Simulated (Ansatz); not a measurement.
# GdCu: the cost of one run

Computed with Ansatz 0.2.0 (DFT, at the levels named in each step, unless a step's input says otherwise).

## Step 1: Starting point

The structure is cubic, space group Pm-3m (No. 221). Conventional cell: a = 3.502 Å, b = 3.502 Å, c = 3.502 Å, α = 90.00°, β = 90.00°, γ = 90.00°. Around Gd (site symmetry m-3m) lie 8 Cu at 3.03 Å. Cu (site symmetry m-3m) has 8 Gd at 3.03 Å as nearest neighbours.

Structure file:

```
Gd Cu
1.0
     3.50200    0.00000    0.00000
     0.00000    3.50200    0.00000
     0.00000    0.00000    3.50200
Gd Cu
1 1
Direct
  0.50000 0.50000 0.50000
  0.00000 0.00000 0.00000
```

Atoms are numbered in the order of the input: Gd1, Cu2.

## Step 2: No U, PAW

Input file input.yaml:

```yaml
crystal:
  lattice:
    - [3.502, 0.0, 0.0]
    - [0.0, 3.502, 0.0]
    - [0.0, 0.0, 3.502]
  atoms:
    - { symbol: Gd, position: [0.5, 0.5, 0.5], spin: 7.0 }
    - { symbol: Cu, position: [0.0, 0.0, 0.0] }
magnetization:
  spin_polarized: true
kpoints:
  mp_grid: { grid: [11, 11, 11] }
scf:
  occupations: { method: fermi_dirac, width: 0.05 }
hamiltonian:
  xc: lda
  pseudopotentials: { kind: paw }
output:
  forces: true
  stress: true
  eigenvalues: true
  hubbard: { sites: [{ species: Gd, l: f }, { species: Cu, l: d }] }
  populations: true
```

The run is started by

```sh
> ansatz run input.yaml --threads 1 --pin off --max-ram 3072MiB --backend cpu --events-out ev --progress --plain --runs-dir out
```

**Question.** How long does this run take on 1 thread of Arm Neoverse V2, shared host, and how much memory does it need?

About 11 s, with a peak of 0.44 GiB.
